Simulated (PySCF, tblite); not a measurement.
# C₆H₁₅PSi: geometry, infrared bands and NMR shifts

Wanted: the infrared bands and NMR shifts of C₆H₁₅PSi (`CCP1CC[SiH2]CC1`), by calculation.

Programs: tblite 0.8.0 and PySCF 2.14.0, with density-fitted response routines of our own. Each step states its level of theory. These are calculated values for one molecule in the gas phase, unless marked as measured. Atoms are numbered from 0 throughout.

## (1) The molecule as given

23 atoms, charge 0, multiplicity 1; geometry from: force field or distance geometry start.

Bonds of the start (Å): C0–C1 1.50, C1–P2 1.86, P2–C3 1.84, C3–C4 1.53, C4–Si5 1.89, Si5–C6 1.89, C6–C7 1.53, C7–P2 1.87, C0–H8 1.09, C0–H9 1.11, C0–H10 1.10, C1–H11 1.10, C1–H12 1.10, C3–H13 1.10, C3–H14 1.10, C4–H15 1.09, C4–H16 1.09, Si5–H17 1.49, Si5–H18 1.50, C6–H19 1.09, C6–H20 1.10, C7–H21 1.09, C7–H22 1.09.

## (2) Geometry optimisation with GFN2-xTB

The job: settings as JSON, then the geometry in Å.

```
{"job": {"kind": "relax", "xc": "GFN2-xTB", "basis": "xTB"}, "charge": 0, "multiplicity": 1}
C     -3.116400     0.710200    -0.831100
C     -2.251900    -0.201500    -0.007800
P     -0.552700    -0.420700    -0.723300
C      0.205200    -1.489300     0.573800
C      1.716600    -1.658100     0.398000
Si     2.681200    -0.041700     0.540300
C      1.731600     1.218700    -0.498900
C      0.223600     1.210600    -0.248900
H     -2.710300     1.724000    -0.880900
H     -4.127900     0.779500    -0.381800
H     -3.241600     0.339700    -1.856200
H     -2.178400     0.177600     1.025800
H     -2.728100    -1.189600     0.072200
H     -0.010200    -1.088800     1.573100
H     -0.271500    -2.474400     0.527900
H      1.924600    -2.091800    -0.581300
H      2.103500    -2.355600     1.141900
H      4.081400    -0.201500     0.061800
H      2.690700     0.399800     1.968700
H      1.947600     1.022000    -1.547400
H      2.120300     2.220500    -0.267300
H     -0.005700     1.434900     0.797900
H     -0.236200     2.002300    -0.846400
```

Started as:

```console
$ OMP_NUM_THREADS=1 python probes_run.py task.json out
```

The driver reads the jobs from task.json and runs them one after another.

The program printed:

```text
step      E/eV     max force
  0    -672.95140    1.043
  1    -672.98993    0.329
  2    -672.99978    0.167
  3    -673.00622    0.160
  4    -673.01124    0.205
  5    -673.01715    0.162
  6    -673.02134    0.139
  7    -673.02359    0.116
  8    -673.02483    0.090
  9    -673.02613    0.088
 10    -673.02768    0.090
 11    -673.02912    0.080
 12    -673.03019    0.064
 13    -673.03102    0.054
 14    -673.03176    0.059
 15    -673.03233    0.047
 16    -673.03270    0.035
 17    -673.03294    0.031
 18    -673.03317    0.033
 19    -673.03339    0.033
 20    -673.03355    0.024
 21    -673.03367    0.024
 22    -673.03375    0.018
 23    -673.03383    0.016
 24    -673.03388    0.012
 25    -673.03392    0.017
 26    -673.03396    0.017
 27    -673.03400    0.017
 28    -673.03405    0.016
 29    -673.03409    0.016
 30    -673.03411    0.016
 31    -673.03414    0.011
 32    -673.03416    0.009
```

It took 0.3 s on 1 thread of Arm Neoverse V1, shared host; peak memory 0.18 GiB.

Relaxation path:

| step | energy from step 0 (eV) | largest force (eV/Å) |
| --- | --- | --- |
| 0 | 0.0000 | 1.0432 |
| 1 | -0.0385 | 0.3288 |
| 2 | -0.0484 | 0.1670 |
| 3 | -0.0548 | 0.1599 |
| 4 | -0.0598 | 0.2050 |
| 5 | -0.0657 | 0.1618 |
| 6 | -0.0699 | 0.1387 |
| 7 | -0.0722 | 0.1157 |
| 8 | -0.0734 | 0.0903 |
| 9 | -0.0747 | 0.0879 |
| 10 | -0.0763 | 0.0903 |
| 11 | -0.0777 | 0.0805 |
| 12 | -0.0788 | 0.0636 |
| 13 | -0.0796 | 0.0540 |
| 14 | -0.0804 | 0.0592 |
| 15 | -0.0809 | 0.0466 |
| 16 | -0.0813 | 0.0354 |
| 17 | -0.0815 | 0.0314 |
| 18 | -0.0818 | 0.0331 |
| 19 | -0.0820 | 0.0334 |
| 20 | -0.0821 | 0.0241 |
| 21 | -0.0823 | 0.0238 |
| 22 | -0.0824 | 0.0179 |
| 23 | -0.0824 | 0.0156 |
| 24 | -0.0825 | 0.0118 |
| 25 | -0.0825 | 0.0168 |
| 26 | -0.0826 | 0.0168 |
| 27 | -0.0826 | 0.0169 |
| 28 | -0.0826 | 0.0160 |
| 29 | -0.0827 | 0.0160 |
| 30 | -0.0827 | 0.0162 |
| 31 | -0.0827 | 0.0110 |
| 32 | -0.0828 | 0.0095 |

Distances of close pairs at the start and the end, largest changes first:

| bond | before (Å) | after (Å) | change (Å) |
| --- | --- | --- | --- |
| Si5–H18 | 1.495 | 1.472 | -0.023 |
| Si5–H17 | 1.488 | 1.465 | -0.023 |
| C0–C1 | 1.502 | 1.523 | +0.021 |
| C0–H9 | 1.109 | 1.089 | -0.020 |
| P2–C3 | 1.844 | 1.862 | +0.018 |
| C4–Si5 | 1.888 | 1.902 | +0.014 |
| Si5–C6 | 1.890 | 1.901 | +0.012 |
| C1–P2 | 1.857 | 1.866 | +0.009 |

The final coordinates are the input of the step that follows.

## (3) Harmonic vibrations with GFN2-xTB

The job: settings as JSON, then the geometry in Å.

```
{"job": {"kind": "ir", "xc": "GFN2-xTB", "basis": "xTB"}, "charge": 0, "multiplicity": 1}
C     -3.104459     0.706415    -0.825387
C     -2.207070    -0.203044     0.003868
P     -0.517305    -0.413458    -0.759569
C      0.203566    -1.479792     0.585659
C      1.704872    -1.679890     0.399565
Si     2.654638    -0.039265     0.550160
C      1.729374     1.245976    -0.502263
C      0.226236     1.213054    -0.240874
H     -2.695905     1.713758    -0.873833
H     -4.100562     0.763244    -0.388534
H     -3.194221     0.327010    -1.841529
H     -2.105654     0.183498     1.022976
H     -2.650421    -1.201959     0.063096
H     -0.008613    -1.030376     1.561494
H     -0.316214    -2.443377     0.539597
H      1.881867    -2.122880    -0.582731
H      2.067373    -2.400653     1.135940
H      4.031183    -0.197465     0.073722
H      2.641499     0.394659     1.956707
H      1.905876     1.054657    -1.562733
H      2.109005     2.250049    -0.300508
H      0.012031     1.391244     0.818285
H     -0.271848     1.995579    -0.823029
```

The program printed:

```text
mode    cm-1     km/mol
  1      63.5      0.11
  2      88.5      0.63
  3     145.8      0.34
  4     178.4      0.18
  5     180.7      1.72
  6     218.2      2.25
  7     228.2      0.20
  8     293.8      0.56
  9     318.9      0.27
 10     332.2      0.60
 11     380.5      5.59
 12     505.9     71.33
 13     570.8      1.79
 14     635.1     37.74
 15     645.5      7.63
 16     680.9     33.50
 17     691.4     63.09
 18     695.9     14.73
 19     726.7    107.85
 20     760.4    120.75
 21     768.9    101.48
 22     799.2    157.32
 23     810.4    105.78
 24     833.2      9.73
 25     899.4     11.71
 26     990.4      1.40
 27    1013.9      1.04
 28    1058.4     10.95
 29    1059.9      9.67
 30    1063.9      3.35
 31    1076.5      4.50
 32    1087.8     25.44
 33    1139.7      2.91
 34    1151.8      5.11
 35    1227.5      1.85
 36    1255.5      5.37
 37    1261.0      3.73
 38    1271.5      1.46
 39    1289.2      2.05
 40    1292.6      4.86
 41    1410.6      1.69
 42    1443.9      0.52
 43    1452.3      0.93
 44    1457.5      0.64
 45    1476.2      1.44
 46    1478.6      0.45
 47    1499.2      2.67
 48    1503.5      1.91
 49    2192.9    324.56
 50    2247.9    376.24
 51    2905.1     14.20
 52    2910.5     16.89
 53    2920.4     55.80
 54    2923.7     22.37
 55    2928.3     29.87
 56    2941.3     28.50
 57    2955.8     54.10
 58    2957.0     67.87
 59    2974.9     39.28
 60    2975.8     29.60
 61    3011.1     53.35
 62    3024.5     35.60
 63    3031.7     19.05
```

Run time: 1.1 s. Hardware: 1 thread of Arm Neoverse V1, shared host; peak memory 0.18 GiB.

Which atoms move in the most intense modes:

| cm⁻¹ | km/mol | atoms |
| --- | --- | --- |
| 506 | 71.3 | H17 31 %, Si5 22 %, H18 17 % |
| 727 | 107.8 | P2 24 %, C3 16 %, C7 10 % |
| 760 | 120.8 | H18 43 %, H17 29 % |
| 769 | 101.5 | H11 22 %, H12 18 %, C1 11 % |
| 799 | 157.3 | H20 10 %, H16 10 %, H17 10 % |
| 810 | 105.8 | Si5 25 %, C4 12 %, C6 12 % |
| 2193 | 324.6 | H18 97 % |
| 2248 | 376.2 | H17 97 % |

## (4) Shielding tensors: PBE0/pcSseg-1

Settings changed since step 3:

```diff
@@ -1,2 +1,2 @@
-{"job": {"kind": "ir", "xc": "GFN2-xTB", "basis": "xTB"}, "charge": 0, "multiplicity": 1}
+{"job": {"kind": "nmr", "xc": "PBE0", "basis": "pcSseg-1"}, "charge": 0, "multiplicity": 1}
 C     -3.104459     0.706415    -0.825387
```

With the program's defaults for keys left out, this is: GIAO PBE0/pcSseg-1 NMR shielding, non-relativistic, gas phase.

The program printed:

```text
coarse grid: 19064 points
cycle   1  E = -867.8101879457  dE =  6.121e-01  |g| = 4.918e-01  |ddm| = 4.252e+00
cycle   2  E = -867.7870360231  dE =  2.315e-02  |g| = 5.778e-01  |ddm| = 9.540e-01
cycle   3  E = -867.8741280908  dE = -8.709e-02  |g| = 4.930e-02  |ddm| = 5.548e-01
cycle   4  E = -867.8746075777  dE = -4.795e-04  |g| = 2.583e-02  |ddm| = 9.015e-02
cycle   5  E = -867.8747783013  dE = -1.707e-04  |g| = 5.942e-03  |ddm| = 3.146e-02
cycle   6  E = -867.8747869420  dE = -8.641e-06  |g| = 1.559e-03  |ddm| = 6.999e-03
final grid: 171680 points
cycle   7  E = -867.9244633712  dE = -5.030e-05  |g| = 1.083e-02  |ddm| = 4.190e-02
cycle   8  E = -867.9244469418  dE =  1.643e-05  |g| = 1.352e-02  |ddm| = 2.137e-02
cycle   9  E = -867.9244936762  dE = -4.673e-05  |g| = 5.799e-04  |ddm| = 1.240e-02
cycle  10  E = -867.9244937481  dE = -7.194e-08  |g| = 2.567e-04  |ddm| = 1.017e-03
cycle  11  E = -867.9244937646  dE = -1.643e-08  |g| = 6.954e-05  |ddm| = 3.041e-04
cycle  12  E = -867.9244937657  dE = -1.171e-09  |g| = 2.015e-05  |ddm| = 1.020e-04
cycle  13  E = -867.9244937658  dE = -1.075e-10  |g| = 4.051e-06  |ddm| = 2.409e-05
converged SCF energy = -867.9244937658

GIAO shielding tensors (ppm)
atom      isotropic    diamagn.    paramagn.     s11        s22        s33       span
  0 C      174.453     245.990     -71.537    162.717    172.894    187.749     25.032
  1 C      156.041     255.598     -99.557    142.355    152.904    172.865     30.510
  2 P      368.357     969.051    -600.694    335.050    363.178    406.844     71.794
  3 C      154.927     254.919     -99.992    144.688    151.490    168.603     23.915
  4 C      178.125     250.750     -72.625    165.565    180.033    188.778     23.212
  5 Si     394.668     879.009    -484.341    372.850    389.553    421.601     48.751
  6 C      178.869     250.549     -71.679    166.091    181.842    188.675     22.584
  7 C      156.065     254.779     -98.714    138.310    156.880    173.005     34.695
  8 H       30.726      30.506       0.220     25.082     31.151     35.945     10.863
  9 H       30.335      27.202       3.134     25.104     27.291     38.611     13.507
 10 H       30.616      29.311       1.304     25.925     28.809     37.113     11.188
 11 H       30.535      34.515      -3.981     26.158     30.894     34.552      8.394
 12 H       30.228      33.201      -2.974     24.750     29.952     35.981     11.231
 13 H       30.404      34.574      -4.170     26.581     30.599     34.032      7.451
 14 H       29.690      33.252      -3.562     23.828     29.204     36.036     12.208
 15 H       30.662      30.575       0.087     26.517     28.761     36.706     10.189
 16 H       30.526      28.835       1.690     24.925     27.765     38.887     13.962
 17 H       27.673      27.978      -0.306     24.311     24.823     33.884      9.573
 18 H       27.653      28.781      -1.129     24.518     25.270     33.169      8.651
 19 H       30.726      30.660       0.067     26.517     28.826     36.835     10.318
 20 H       30.505      29.192       1.313     24.851     27.847     38.817     13.966
 21 H       30.644      34.620      -3.976     26.807     30.755     34.369      7.563
 22 H       29.430      33.463      -4.033     23.000     29.844     35.446     12.447
```

Wall time 45 s (1 thread of Arm Neoverse V1, shared host); peak memory 0.96 GiB.

The references, computed at this level on geometries of the same kind, shield at (ppm): 1H TMS 31.72, 13C TMS 186.9, 29Si TMS 349.2, 31P H3PO4 318.4. Their shielding less the atom's gives the shift. The references are single molecules in the gas phase, so shifts against H2O, NH3, PH3, H3PO4 or CFCl3 are not on the usual liquid scales and can be off by tens of ppm. Atoms listed in one row are averaged.

| atoms | environment | σ (ppm) | δ (ppm) | δ scaled to CDCl3 |
| --- | --- | --- | --- | --- |
| C3, C7 | sp3 CH2 bonded to P | 155.5 | 31.4 | 28.8 |
| C1 | sp3 CH2 bonded to P | 156.0 | 30.9 | 28.2 |
| C0 | methyl carbon | 174.5 | 12.5 | 10.3 |
| C4, C6 | sp3 CH2 bonded to Si | 178.5 | 8.4 | 6.3 |
| H17, H18 | hydrogen on a silicon bonded to 2 C, in a 6-membered ring | 27.66 | 4.05 | – |
| H13, H14, H21, H22 | hydrogen on an sp3 CH2 bonded to P | 30.04 | 1.68 | 1.68 |
| H11, H12 | hydrogen on an sp3 CH2 bonded to P | 30.38 | 1.34 | 1.36 |
| H8, H9, H10 | hydrogen on a methyl carbon | 30.56 | 1.16 | 1.20 |
| H15, H16, H19, H20 | hydrogen on an sp3 CH2 bonded to Si | 30.60 | 1.11 | 1.15 |
| P2 | phosphorus bonded to 3 C, in a 6-membered ring | 368.4 | -50.0 | – |
| Si5 | silicon bonded to 2 C, 2 H, in a 6-membered ring | 394.7 | -45.5 | – |

The scaled column applies a straight-line fit of computed shieldings to shifts measured in CDCl3 (root-mean-square error 0.16 ppm for H, 1.9 ppm for C).

Charges from the same density, by scheme (e):

| atoms | Mulliken | IAO | Hirshfeld | ESP fit |
| --- | --- | --- | --- | --- |
| C0 | -0.26 | -0.41 | -0.12 | -0.19 |
| C1 | -0.48 | -0.43 | -0.11 | 0.06 |
| P2 | 0.32 | 0.46 | 0.15 | -0.30 |
| C3, C7 | -0.44 | -0.43 | -0.11 | -0.07 |
| C4, C6 | -0.51 | -0.54 | -0.16 | -0.33 |
| Si5 | 0.66 | 0.75 | 0.34 | 0.50 |

Mayer bond orders: C0–C1 1.05, C1–P2 0.95, P2–C3 0.94, C3–C4 1.03, C4–Si5 0.91, Si5–C6 0.91, C6–C7 1.03, C7–P2 0.94.

Ring of atoms P2, C3, C4, Si5, C6, C7: NICS(0) -2.6, NICS(1) -2.3, NICS(1)zz 4.6 ppm (means of both faces).

## (5) Outcome

```
                                                               quantity                             value
                              strongest single infrared mode (GFN2-xTB)             2248 cm⁻¹, 376 km/mol
                                           zero-point energy (GFN2-xTB)                    120.5 kcal/mol
13C shifts against TMS (PBE0/pcSseg-1, means over atoms taken as alike)         31.4, 30.9, 12.5, 8.4 ppm
 1H shifts against TMS (PBE0/pcSseg-1, means over atoms taken as alike)  4.05, 1.68, 1.34, 1.16, 1.11 ppm
                               31P shifts against H3PO4 (PBE0/pcSseg-1)                         -50.0 ppm
                                29Si shifts against TMS (PBE0/pcSseg-1)                         -45.5 ppm
```

In words: The optimisation took 32 steps and gained 0.083 eV; among the close pairs (by a distance rule), Si5–H18 changed most, from 1.495 to 1.472 Å. All 63 modes are real, so the xTB geometry is a minimum. The strongest single mode, at 2248 cm⁻¹, moves mainly H17. Unscaled tight-binding wavenumbers are off by several per cent, some by more. Its intensities can rank the bands wrongly. At PBE0/pcSseg-1: The largest span, 72 ppm, is at P2, where the paramagnetic term is -601 ppm.
